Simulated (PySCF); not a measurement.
**Sn²⁺: excitation energies in aug-cc-pwCVTZ-PP with ECP28**

Wanted: the excitation energy of tin, up a ladder of methods.

Program: PySCF 2.14.0. Level of theory: unrestricted determinants in a Gaussian basis, no spin-orbit coupling in the energies. These are calculated values, not measurements, unless marked.

## (1) Starting point

```
Element                                   : tin (Z = 50)
Basis                                     : aug-cc-pwCVTZ-PP with ECP28MDF (8s7p6d4f1g, 96 functions)
Hamiltonian                               : a scalar-relativistic core potential
State 1                                   : Sn²⁺: [Kr] 4d10 5s1 5p1, high-spin 3P determinant (an excited configuration)
State 2                                   : Sn²⁺: [Kr] 4d10 5s1 6s1, high-spin 3S determinant (an excited configuration)
Needed too, but not shown                 : Sn²⁺ [Kr] 4d10 5s2 (1S)
Methods                                   : CCSD(T)
Core shells frozen in the correlated runs : valence: 4s2 4p6 4d10 (for Sn²⁺)
```

Outer shells as boxes (Hund's rule):

Sn2+ [Kr] 4d10 5s1 5p1
```
[Kr] core
4d [↑↓][↑↓][↑↓][↑↓][↑↓]
5s [↑ ]
5p [↑ ][  ][  ]
```

Sn2+ [Kr] 4d10 5s1 6s1
```
[Kr] core
4d [↑↓][↑↓][↑↓][↑↓][↑↓]
5s [↑ ]
6s [↑ ]
```

One driver process ran all states and methods and kept the integrals in memory. Each run is shown as a PySCF script that sums up its settings (the driver passes frozen orbitals as a list and adds second-order terms of double hybrids); the logs are those of the runs themselves. The driver starts from symmetry-adapted Hartree-Fock orbitals, holds the occupation by maximum overlap and uses a logarithmic radial grid for functionals, so a plain start would take other cycles.

The integrals over 96 functions and the set-up took 3.1 s of CPU time.

## (2) Sn²⁺ [Kr] 4d10 5s1 5p1, at CCSD(T) (valence)

**CCSD(T) (valence)**

input.py

```python
from pyscf import gto, scf, dft, mp, cc
import basis_set_exchange as bse
txt = bse.get_basis("aug-cc-pwCVTZ-PP", elements=["Sn"], fmt="nwchem", header=False)
cut = txt.index("\nECP")
mol = gto.M(atom="Sn 0 0 0", charge=2, spin=2, symmetry="D2h",
            basis=gto.basis.parse(txt[:cut]),
            ecp={"Sn": gto.basis.parse_ecp(txt[cut:])})
mf = scf.UHF(mol)
mf.irrep_nelec = {'Ag': (4, 3), 'B1g': (1, 1), 'B2g': (1, 1), 'B3g': (1, 1), 'B1u': (1, 1), 'B2u': (2, 1), 'B3u': (1, 1)}
mf.kernel()
mycc = cc.CCSD(mf, frozen=9).run()
mycc.ccsd_t()
```

Output:

```text
CC2 = 0
CCSD nocc = (np.int64(2), np.int64(0)), nmo = (87, 87)
frozen orbitals [[0, 1, 2, 3, 4, 5, 6, 7, 8], [0, 1, 2, 3, 4, 5, 6, 7, 8]]
max_cycle = 100
direct = 0
conv_tol = 1e-08
conv_tol_normt = 1e-06
diis_space = 8
diis_start_cycle = 0
Init t2, MP2 energy = -0.00225150897124933
Init E_corr(UCCSD) = -0.00225150897152455
cycle = 1  E_corr(UCCSD) = -0.00301216306921039  dE = -0.000760654098  norm(t1,t2) = 0.0142199
cycle = 2  E_corr(UCCSD) = -0.00330846105693842  dE = -0.000296297988  norm(t1,t2) = 0.00626125
cycle = 3  E_corr(UCCSD) = -0.00353358673206641  dE = -0.000225125675  norm(t1,t2) = 0.00285784
cycle = 4  E_corr(UCCSD) = -0.00353053755239141  dE = 3.04917967e-06  norm(t1,t2) = 0.000179232
cycle = 5  E_corr(UCCSD) = -0.00353068353421455  dE = -1.45981823e-07  norm(t1,t2) = 1.28852e-05
cycle = 6  E_corr(UCCSD) = -0.00353065290775593  dE = 3.06264586e-08  norm(t1,t2) = 1.01706e-06
cycle = 7  E_corr(UCCSD) = -0.00353066029853583  dE = -7.3907799e-09  norm(t1,t2) = 1.17221e-07
UCCSD converged
E(UCCSD) = -212.3813176303204  E_corr = -0.003530660298535828
```

CPU time 13 s on a shared host, the integrals not counted.

CCSD correlation -0.00353 hartree, triples 0.00000; total -212.381318. T1 = 0.002, largest double amplitude 0.029. With two correlated electrons the triples vanish and CCSD is exact in this space.

## (3) Sn²⁺ [Kr] 4d10 5s1 6s1: CCSD(T) (valence)

**CCSD(T) (valence)**

input.py, as its differences from that of step 2:

```diff
@@ -8,3 +8,3 @@
 mf = scf.UHF(mol)
-mf.irrep_nelec = {'Ag': (4, 3), 'B1g': (1, 1), 'B2g': (1, 1), 'B3g': (1, 1), 'B1u': (1, 1), 'B2u': (2, 1), 'B3u': (1, 1)}
+mf.irrep_nelec = {'Ag': (5, 3), 'B1g': (1, 1), 'B2g': (1, 1), 'B3g': (1, 1), 'B1u': (1, 1), 'B2u': (1, 1), 'B3u': (1, 1)}
 mf.kernel()
```

Output:

```text
CC2 = 0
CCSD nocc = (np.int64(2), np.int64(0)), nmo = (87, 87)
frozen orbitals [[0, 1, 2, 3, 4, 5, 6, 7, 8], [0, 1, 2, 3, 4, 5, 6, 7, 8]]
max_cycle = 100
direct = 0
conv_tol = 1e-08
conv_tol_normt = 1e-06
diis_space = 8
diis_start_cycle = 0
Init t2, MP2 energy = -0.00413580351289252
Init E_corr(UCCSD) = -0.00413580351922608
cycle = 1  E_corr(UCCSD) = -0.00574743389662298  dE = -0.00161163038  norm(t1,t2) = 0.0287208
cycle = 2  E_corr(UCCSD) = -0.00647137985571137  dE = -0.000723945959  norm(t1,t2) = 0.0140888
cycle = 3  E_corr(UCCSD) = -0.00715000353811936  dE = -0.000678623682  norm(t1,t2) = 0.00700131
cycle = 4  E_corr(UCCSD) = -0.00714295295995189  dE = 7.05057817e-06  norm(t1,t2) = 0.000247413
cycle = 5  E_corr(UCCSD) = -0.00714420259630149  dE = -1.24963635e-06  norm(t1,t2) = 4.03128e-05
cycle = 6  E_corr(UCCSD) = -0.00714370134189553  dE = 5.01254406e-07  norm(t1,t2) = 6.8423e-06
cycle = 7  E_corr(UCCSD) = -0.00714384748553857  dE = -1.46143643e-07  norm(t1,t2) = 1.49082e-06
cycle = 8  E_corr(UCCSD) = -0.00714382695613389  dE = 2.05294047e-08  norm(t1,t2) = 2.23406e-07
cycle = 9  E_corr(UCCSD) = -0.0071438274934579  dE = -5.37324014e-10  norm(t1,t2) = 1.59446e-08
UCCSD converged
E(UCCSD) = -212.0123678225766  E_corr = -0.007143827493457904
```

It used 13 s of CPU time after the integrals (shared host).

CCSD correlation -0.00714 hartree, triples 0.00000; total -212.012368. T1 = 0.007, largest double amplitude 0.057. With two correlated electrons the triples vanish and CCSD is exact in this space.

## (4) Differences of total energies

Excitation energy: Sn²⁺ [Kr] 4d10 5s2 (1S) → Sn²⁺ [Kr] 4d10 5s1 5p1 (3P).

```tsv
method	value (eV)	less FCI (valence) (eV)
UHF	5.593	-0.851
MP2 (valence)	6.232	-0.212
SCS-MP2 (valence)	6.413	-0.031
CCSD (valence)	6.444	+0.000
CCSD(T) (valence)	6.444	+0.000
CCSDT (valence)	6.444	+0.000
FCI (valence)	6.444	+0.000
```

Excitation energy: Sn²⁺ [Kr] 4d10 5s2 (1S) → Sn²⁺ [Kr] 4d10 5s1 6s1 (3S).

```tsv
method	value (eV)	less FCI (valence) (eV)
UHF	15.731	-0.752
MP2 (valence)	16.319	-0.164
SCS-MP2 (valence)	16.534	+0.051
CCSD (valence)	16.484	+0.000
CCSD(T) (valence)	16.484	+0.000
CCSDT (valence)	16.484	+0.000
FCI (valence)	16.484	+0.000
```

The differences also use runs on Sn²⁺ [Kr] 4d10 5s2 (1S), which are not shown here. The runs at UHF, MP2 (valence) are not shown; their differences are listed all the same.

## (5) What came out

| quantity | value |
| --- | --- |
| excitation energy, Sn²⁺ → [Kr] 4d10 5s1 5p1 | UHF 5.593, FCI (valence) 6.444 eV |
| excitation energy, Sn²⁺ → [Kr] 4d10 5s1 6s1 | UHF 15.731, FCI (valence) 16.484 eV |

Each level's miss (mean over 2 differences):

```tsv
method	mean absolute miss against FCI (valence) (eV)
UHF	0.801
MP2 (valence)	0.188
SCS-MP2 (valence)	0.041
CCSD (valence)	0.000
CCSD(T) (valence)	0.000
CCSDT (valence)	0.000
FCI (valence)	0.000
```

For the first difference the methods span 0.851 eV, from UHF (5.593) to CCSD (valence) (6.444). No reference value is at hand in this session. All values hold for this basis alone; no basis-set limit was taken.
